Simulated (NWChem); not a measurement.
**CH4ClFOSi (SMILES C[Si](O)(F)Cl): B3LYP/6-31G(d) (Cartesian functions)**

What is the vertical singlet–triplet gap of CH4ClFOSi at B3LYP/6-31G* (Cartesian functions)? 

The calculation is run with NWChem 7.3.0.

2 further runs of the same task are left out: 2 that didn't finish.

### Step 1. The structure to begin with

The species is CH4ClFOSi (9 atoms), meant as a singlet with charge 0. As SMILES, `C[Si](O)(F)Cl`. The shape is that of a PBE0-D4/def2-TZVP optimisation. This is one conformer, not always the lowest.

Bond lengths: C1–Si2 1.834 Å, Si2–O3 1.623 Å, Si2–F4 1.591 Å, Si2–Cl5 2.049 Å, C1–H6 1.091 Å, C1–H7 1.091 Å, C1–H8 1.092 Å, O3–H9 0.958 Å. Some angles: C1–Si2–O3 109.4°, C1–Si2–F4 110.3°, C1–Si2–Cl5 112.0°, O3–Si2–F4 109.9°, O3–Si2–Cl5 110.0°, F4–Si2–Cl5 105.2°, Si2–C1–H6 110.4°, Si2–C1–H7 110.5°, Si2–C1–H8 110.0°, Si2–O3–H9 119.2°.

### Step 2. Energy and forces at B3LYP/6-31G(d) (Cartesian functions)

Contents of calc.nw:

```
start calc
title "CH4ClFOSi B3LYP"
memory 2200 mb
charge 0

geometry units bohr noautosym nocenter noautoz
C     -2.15882312    -0.33750509     0.96791772
Si     1.06070327     0.41271619    -0.07180959
O      1.98062195    -1.67543118    -2.12121757
F      2.93531159     0.43520393     2.27938765
Cl     1.30277719     3.96370055    -1.59700755
H     -3.46500182    -0.26815214    -0.62644421
H     -2.78980268     1.01043656     2.39560581
H     -2.21438107    -2.23422320     1.78087790
H      3.51621340    -1.39461788    -3.03981344
end

basis cartesian
C library 6-31G*
Si library 6-31G*
O library 6-31G*
F library 6-31G*
Cl library 6-31G*
H library 6-31G*
end

dft
xc b3lyp
grid fine
convergence energy 1e-08
maxiter 100
mulliken
print low
end

task dft gradient
```

Started as:

```bash
$ nwchem calc.nw > calc.out
```

The program printed:

```text
Northwest Computational Chemistry Package (NWChem) 7.3.0
             --------------------------------------------------------

           Job information
           ---------------

    nwchem branch   = 7.3.0
    use scalapack   = T
    input           = calc.nw
    prefix          = calc.
    data base       = ./calc.db
    status          = startup
    nproc           =        1

           Memory information
           ------------------

    heap     =     72089600 doubles =      550.0 Mbytes
    stack    =     72089597 doubles =      550.0 Mbytes
    global   =    144179200 doubles =     1100.0 Mbytes (distinct from heap & stack)
    total    =    288358397 doubles =     2200.0 Mbytes
    verify   = yes
    hardfail = no

           Directory information
           ---------------------

  0 permanent = .
  0 scratch   = .

                                NWChem Input Module
                                -------------------

                                  CH4ClFOSi B3LYP
                                  ---------------

                             Geometry "geometry" -> ""
                             -------------------------

 Output coordinates in a.u. (scale by  1.000000000 to convert to a.u.)

  No.       Tag          Charge          X              Y              Z
 ---- ---------------- ---------- -------------- -------------- --------------
    1 C                    6.0000    -2.15882312    -0.33750509     0.96791772
    2 Si                  14.0000     1.06070327     0.41271619    -0.07180959
    3 O                    8.0000     1.98062195    -1.67543118    -2.12121757
    4 F                    9.0000     2.93531159     0.43520393     2.27938765
    5 Cl                  17.0000     1.30277719     3.96370055    -1.59700755
    6 H                    1.0000    -3.46500182    -0.26815214    -0.62644421
    7 H                    1.0000    -2.78980268     1.01043656     2.39560581
    8 H                    1.0000    -2.21438107    -2.23422320     1.78087790
    9 H                    1.0000     3.51621340    -1.39461788    -3.03981344

      Atomic Mass
      -----------

      C                 12.000000
      Si                27.976930
      O                 15.994910
      F                 18.998400
      Cl                34.968850
      H                  1.007825

 Effective nuclear repulsion energy (a.u.)     314.0420082128

            Nuclear Dipole moment (a.u.)
            ----------------------------
        X                 Y               Z
 ---------------- ---------------- ----------------
    61.3539270300    58.7627347400   -18.2919819400

            XYZ format geometry
            -------------------
     9
 geometry
 C                    -1.14240008    -0.17860002     0.51220004
 Si                    0.56130004     0.21840002    -0.03800000
 O                     1.04810007    -0.88660006    -1.12250008
 F                     1.55330011     0.23030002     1.20620009
 Cl                    0.68940005     2.09750015    -0.84510006
 H                    -1.83360013    -0.14190001    -0.33150002
 H                    -1.47630011     0.53470004     1.26770009
 H                    -1.17180008    -1.18230009     0.94240007
 H                     1.86070013    -0.73800005    -1.60860011

 ==============================================================================
                                internuclear distances
 ------------------------------------------------------------------------------
       center one      |      center two      | atomic units |       a.u.
 ------------------------------------------------------------------------------
    2 Si               |   1 C                |     3.46543  |     3.46543
    3 O                |   2 Si               |     3.06703  |     3.06703
    4 F                |   2 Si               |     3.00712  |     3.00712
    5 Cl               |   2 Si               |     3.87225  |     3.87225
    6 H                |   1 C                |     2.06226  |     2.06226
    7 H                |   1 C                |     2.06237  |     2.06237
    8 H                |   1 C                |     2.06435  |     2.06435
    9 H                |   3 O                |     1.81127  |     1.81127
 ------------------------------------------------------------------------------
                         number of included internuclear distances:          8
 ==============================================================================

 ==============================================================================
                                 internuclear angles
 ------------------------------------------------------------------------------
        center 1       |       center 2       |       center 3       |  degrees
 ------------------------------------------------------------------------------
    2 Si               |   1 C                |   6 H                |   110.44
    2 Si               |   1 C                |   7 H                |   110.51
    2 Si               |   1 C                |   8 H                |   110.00
    6 H                |   1 C                |   7 H                |   108.63
    6 H                |   1 C                |   8 H                |   108.56
    7 H                |   1 C                |   8 H                |   108.64
    1 C                |   2 Si               |   3 O                |   109.37
    1 C                |   2 Si               |   4 F                |   110.25
    1 C                |   2 Si               |   5 Cl               |   112.01
    3 O                |   2 Si               |   4 F                |   109.91
    3 O                |   2 Si               |   5 Cl               |   110.02
    4 F                |   2 Si               |   5 Cl               |   105.20
    2 Si               |   3 O                |   9 H                |   119.18
 ------------------------------------------------------------------------------
                            number of included internuclear angles:         13
 ==============================================================================

                      Basis "ao basis" -> "" (cartesian)
                      -----
  [basis functions not shown]

 Summary of "ao basis" -> "" (cartesian)
 ------------------------------------------------------------------------------
       Tag                 Description            Shells   Functions and Types
 ---------------- ------------------------------  ------  ---------------------
 C                           6-31G*                  6       15   3s2p1d
 Si                          6-31G*                  8       19   4s3p1d
 O                           6-31G*                  6       15   3s2p1d
 F                           6-31G*                  6       15   3s2p1d
 Cl                          6-31G*                  8       19   4s3p1d
 H                           6-31G*                  2        2   2s

                                 NWChem DFT Module
                                 -----------------

                                  CH4ClFOSi B3LYP

  Caching 1-el integrals
   Time after variat. SCF:      0.4

     ---------------------------------------------
      Total Density - Mulliken Population Analysis
     ---------------------------------------------

    Atom       Charge   Shell Charges
 -----------   ------   -------------------------------------------------------
    1 C    6     6.97   2.00  0.72  2.12  0.69  1.42  0.03
    2 Si  14    12.46   2.00  2.00  5.97  0.77  1.10  0.12  0.23  0.26
    3 O    8     8.97   2.00  0.94  3.15  0.81  2.01  0.06
    4 F    9     9.56   2.00  1.00  3.47  0.81  2.17  0.12
    5 Cl  17    17.41   2.00  2.00  5.98  1.37  3.71  0.56  1.77  0.01
    6 H    1     0.73   0.45  0.28
    7 H    1     0.73   0.45  0.28
    8 H    1     0.73   0.45  0.28
    9 H    1     0.45   0.35  0.10
   Time prior to 1st pass:      0.4

           Memory utilization after 1st SCF pass:
           Heap Space remaining (MW):       36.16            36159120
          Stack Space remaining (MW):       72.09            72088900

   convergence    iter        energy       DeltaE   RMS-Dens  Diis-err    time
 ---------------- ----- ----------------- --------- --------- ---------  ------
 d= 0,ls=0.0,diis     1   -965.3522301846 -1.28D+03  1.62D-02  1.05D+00     1.9
 d= 0,ls=0.0,diis     2   -965.3291228344  2.31D-02  8.30D-03  1.30D+00     3.3
 d= 0,ls=0.0,diis     3   -965.4401951748 -1.11D-01  1.65D-03  6.34D-02     4.9
 d= 0,ls=0.0,diis     4   -965.4449909422 -4.80D-03  6.79D-04  3.83D-03     6.4
 d= 0,ls=0.0,diis     5   -965.4454715138 -4.81D-04  1.10D-04  1.44D-04     7.9
  Resetting Diis
 d= 0,ls=0.0,diis     6   -965.4454875013 -1.60D-05  2.91D-05  1.55D-05     9.4
 d= 0,ls=0.0,diis     7   -965.4454887262 -1.22D-06  1.75D-05  1.45D-06    10.9
 d= 0,ls=0.0,diis     8   -965.4454885717  1.55D-07  1.04D-05  3.32D-06    12.4
 d= 0,ls=0.0,diis     9   -965.4454888561 -2.84D-07  1.30D-06  1.77D-08    13.9
 d= 0,ls=0.0,diis    10   -965.4454888579 -1.84D-09  3.20D-07  1.01D-09    15.4

         Total DFT energy =     -965.445488857939
      One electron energy =    -1959.175359992411
           Coulomb energy =      755.040873321850
    Exchange-Corr. energy =      -75.353010400129
 Nuclear repulsion energy =      314.042008212751

 Numeric. integr. density =       57.999999841327

     Total iterative time =     15.0s

     ---------------------------------------------
      Total Density - Mulliken Population Analysis
     ---------------------------------------------

    Atom       Charge   Shell Charges
 -----------   ------   -------------------------------------------------------
    1 C    6     6.68   1.99  0.67  2.16  0.67  1.17  0.02
    2 Si  14    13.06   2.00  1.99  5.96  0.98  1.52  0.00  0.30  0.30
    3 O    8     8.66   1.99  0.90  2.96  0.89  1.87  0.04
    4 F    9     9.34   1.99  0.95  3.32  0.92  2.08  0.08
    5 Cl  17    17.27   2.00  1.99  5.97  1.45  3.66  0.55  1.67 -0.03
    6 H    1     0.81   0.52  0.29
    7 H    1     0.81   0.52  0.29
    8 H    1     0.81   0.52  0.29
    9 H    1     0.56   0.47  0.10

     -------------------------------------------
      Total Density - Lowdin Population Analysis
     -------------------------------------------

    Atom       Charge   Shell Charges
 -----------   ------   -------------------------------------------------------
    1 C    6     6.66   1.98  0.37  1.96  0.35  1.53  0.47
    2 Si  14    13.19   2.00  1.96  5.87  0.35  1.33  0.20  0.61  0.86
    3 O    8     8.59   1.98  0.71  2.82  0.46  2.08  0.55
    4 F    9     9.32   1.98  0.86  3.20  0.52  2.26  0.51
    5 Cl  17    17.19   2.00  1.98  5.91  0.66  3.40  0.44  2.02  0.78
    6 H    1     0.81   0.48  0.34
    7 H    1     0.81   0.48  0.34
    8 H    1     0.81   0.47  0.34
    9 H    1     0.62   0.42  0.20

                         DFT ENERGY GRADIENTS

    atom               coordinates                        gradient
                 x          y          z           x          y          z
   1 C      -2.158823  -0.337505   0.967918    0.002930  -0.000026  -0.000247
   2 Si      1.060703   0.412716  -0.071810    0.005111  -0.000219  -0.001352
   3 O       1.980622  -1.675431  -2.121218    0.003934   0.010249   0.005070
   4 F       2.935312   0.435204   2.279388   -0.008569  -0.000295  -0.010775
   5 Cl      1.302777   3.963701  -1.597008   -0.000122  -0.009421   0.004314
   6 H      -3.465002  -0.268152  -0.626444    0.002056   0.000239   0.001013
   7 H      -2.789803   1.010437   2.395606    0.001462  -0.000879  -0.001525
   8 H      -2.214381  -2.234223   1.780878    0.000629   0.001682  -0.000789
   9 H       3.516213  -1.394618  -3.039813   -0.007432  -0.001331   0.004290

 Task  times  cpu:       24.0s     wall:       24.0s
 Total times  cpu:       24.0s     wall:       24.0s
```

Run time: 25 s. Hardware: 1 thread of Intel Xeon 6975P-C (Granite Rapids), shared host; peak memory 0.12 GiB.

(Part 1 of 2 ends here.)
